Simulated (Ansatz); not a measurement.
# C₂H₆BClSi: one species, many methods

Aim: compute C₂H₆BClSi with functionals from several rungs and with coupled cluster, and see how far each lands from CCSD(T) at the basis-set limit for the atomisation energy.

The runs use Ansatz 0.2.0, Gaussian basis; functionals in def2-TZVPP, the program's frozen cores in correlated methods.

The runs, in order: PBE-D4, r2SCAN-D4, PBE0-D4, B3LYP-D4, ωB97X-V, ωB97M-V, B2PLYP; CCSD(T)/def2-TZVPP; MP2/def2-QZVPP; extrapolation to the limit.

### Step 1. The geometry

An earlier PBE0-D4 in a triple-zeta def2 set relaxation fixed the geometry.

SMILES `ClBC1C[SiH2]1`, 11 atoms, charge 0, spin multiplicity 1.

Atoms are counted from 1 here; the program's logs count them from 0.

Bond lengths: Cl1–B2 1.773 Å, B2–C3 1.504 Å, B2–H6 1.193 Å, C3–C4 1.527 Å, C3–Si5 1.905 Å, C3–H7 1.087 Å, C4–Si5 1.838 Å, C4–H8 1.086 Å, C4–H9 1.084 Å, Si5–H10 1.472 Å, Si5–H11 1.476 Å. Angles: Cl1–B2–C3 121.0°, Cl1–B2–H6 116.6°, C3–B2–H6 122.4°, B2–C3–C4 125.1°, B2–C3–Si5 105.5°, B2–C3–H7 117.4°, C4–C3–Si5 63.6°, C4–C3–H7 116.6°, Si5–C3–H7 110.1°, C3–C4–Si5 68.3°, C3–C4–H8 115.3°, C3–C4–H9 115.7°, Si5–C4–H8 117.6°, Si5–C4–H9 118.6°, H8–C4–H9 113.8°, C3–Si5–C4 48.1°, C3–Si5–H10 119.2°, C3–Si5–H11 115.7° and more.

### Step 2. PBE-D4 (GGA)

File in.yaml:

```yaml
crystal:
  periodic: [false, false, false]
  atoms:
    - {symbol: Cl, position_ang: [-2.507798, 0.537312, -0.296755]}
    - {symbol: B, position_ang: [-1.138566, 0.806860, 0.796406]}
    - {symbol: C, position_ang: [0.071430, -0.084880, 0.757403]}
    - {symbol: C, position_ang: [0.263246, -1.263584, -0.193637]}
    - {symbol: Si, position_ang: [0.931329, 0.295926, -0.899449]}
    - {symbol: H, position_ang: [-1.220201, 1.739778, 1.534776]}
    - {symbol: H, position_ang: [0.781971, -0.000241, 1.576232]}
    - {symbol: H, position_ang: [-0.647853, -1.663058, -0.628012]}
    - {symbol: H, position_ang: [0.961676, -2.025012, 0.135099]}
    - {symbol: H, position_ang: [0.190817, 1.028469, -1.940087]}
    - {symbol: H, position_ang: [2.379448, 0.571229, -0.821276]}
basis:
  gaussian: {orbitals: def2-TZVPP}
hamiltonian: {xc: pbe, dispersion: d4}
output: {forces: true, orbitals: {seedname: orbitals}}
```

Command:

```
$ ansatz run in.yaml --threads 4 --pin off --events-out ev --progress --plain --max-ram 10444MiB
```

After this run come: r2SCAN-D4 (meta-GGA); PBE0-D4 (hybrid); B3LYP-D4 (hybrid); ωB97X-V (range-separated); ωB97M-V (range-separated); B2PLYP (double hybrid); CCSD(T) in def2-TZVPP; MP2 in def2-QZVPP.

**Question.** What will the summary of the whole plan be? Wanted: atomisation energy, CCSD(T)/CBS; farthest; mean size of error, hybrid; mean size of error, range-separated; gap, smallest and largest; T1 diagnostic; triples share of the correlation energy.

**Answer**, as computed:

| quantity | value |
| --- | --- |
| atomisation energy, CCSD(T)/CBS | 964.0 kcal/mol |
| functionals within 4.8 kcal/mol (0.5 %) | B3LYP-D4 |
| farthest | PBE-D4 (+21.0 kcal/mol) |
| mean size of error, hybrid | 6.1 kcal/mol |
| mean size of error, range-separated | 7.3 kcal/mol |
| gap, smallest and largest | 4.53 eV (PBE-D4), 10.71 eV (ωB97X-V) |
| T1 diagnostic | 0.0113 |
| triples share of the correlation energy | 4.3 % |

What this shows: PBE-D4 is off by +21.0 kcal/mol. Double hybrids carry the basis error of their MP2 part in triple zeta, and no dispersion term here, so their miss is partly the set-up's. Misses under about 4.8 kcal/mol are within the doubt on the reference itself, which lacks core-valence correlation, relativity and higher excitations. Hartree-Fock recovers 76 % of the binding; the rest is correlation. Orbital gaps span 4.5 to 10.7 eV; exact exchange widens them.
